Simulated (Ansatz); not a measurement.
# SnSe4: the cost of one run

Program: Ansatz 0.2.0. Level of theory: DFT PBE, scalar-relativistic, plane waves, PAW. These are calculated values, not measurements.

1 further run of the same task is left out (set aside as unsound or not needed). Runs told in other sessions of the task aren't counted.

### Step 1. The system as given

Symmetry: P6/mmm, No. 191, hexagonal system. Conventional cell: a = 4.528 Å, b = 4.528 Å, c = 11.248 Å, α = 90.00°, β = 90.00°, γ = 120.00°. Sn (site symmetry 6/mmm) has 2 Se at 2.33 Å in its first shell of neighbours. Around Se (site symmetry -6m2) lie 3 Se at 2.61 Å. Se (site symmetry 6mm) is surrounded by 1 Sn at 2.33 Å.

Structure file:

```cif
data_structure
_symmetry_space_group_name_H-M 'P6/mmm'
_symmetry_Int_Tables_number 191
_cell_length_a 4.5285
_cell_length_b 4.5285
_cell_length_c 11.2476
_cell_angle_alpha 90.000
_cell_angle_beta 90.000
_cell_angle_gamma 120.000
_cell_volume 199.75
loop_
_atom_site_label
_atom_site_type_symbol
_atom_site_symmetry_multiplicity
_atom_site_Wyckoff_symbol
_atom_site_fract_x
_atom_site_fract_y
_atom_site_fract_z
_atom_site_occupancy
Sn1 Sn 1 b 0.00000 0.00000 0.50000 1
Se1 Se 2 c 0.33333 0.66667 0.00000 1
Se2 Se 2 e 0.00000 0.00000 0.70717 1
```

The cell was relaxed beforehand at this level, from a generated guess; it needn't be the stable form of this composition. At a tolerance of 0.05 Å it has space group P6/mmm (No. 191); it has 39.95 Å³/atom, an uncorrected energy of +0.46 eV/atom over the elements.

### Step 2. Bands, states and charges

The input, input.yaml:

```yaml
crystal:
  lattice:
    - [4.5284565784, 0.0, 0.0]
    - [-2.2642282892, 3.9217584368, 0.0]
    - [0.0, 0.0, 11.2475703647]
  atoms:
    - { symbol: Sn, position: [0.0, 0.0, 0.5] }
    - { symbol: Se, position: [0.3333333333, 0.6666666667, 0.0] }
    - { symbol: Se, position: [0.6666666667, 0.3333333333, 0.0] }
    - { symbol: Se, position: [0.0, 0.0, 0.7071662994] }
    - { symbol: Se, position: [0.0, 0.0, 0.2928337006] }
basis:
  ecutwfc: 420
kpoints:
  mp_grid: { grid: [12, 12, 4] }
  band_path:
    path:
      - [[0.0, 0.0, 0.0], [0.5, 0.0, 0.0], [0.33333333, 0.33333333, 0.0], [0.0, 0.0, 0.0], [0.0, 0.0, 0.5], [0.5, 0.0, 0.5], [0.33333333, 0.33333333, 0.5], [0.0, 0.0, 0.5]]
      - [[0.5, 0.0, 0.5], [0.5, 0.0, 0.0]]
      - [[0.33333333, 0.33333333, 0.5], [0.33333333, 0.33333333, 0.0]]
    npoints: 14
hamiltonian:
  xc: pbe
scf:
  occupations: { method: gaussian, width: 0.1 }
  n_extra_bands: 12
output:
  forces: true
  stress: true
  eigenvalues: true
  populations: true
  dos: { projected: true, de: 0.02, nscf_kmesh: { grid: [15, 15, 5] } }
  bader: true
  write_density: true
  write_potential: true
  elf: true
  volumetric_format: npy
```

Command:

```console
$ ansatz run input.yaml --threads 1 --pin off --max-ram 2560MiB --backend cpu --events-out ev --progress --plain --runs-dir out
```

What time and memory should one allow on 1 thread of Intel Xeon at 2.50GHz (Skylake/Cascade Lake), shared host?

About 4.5 min, with a peak of 1 GiB.
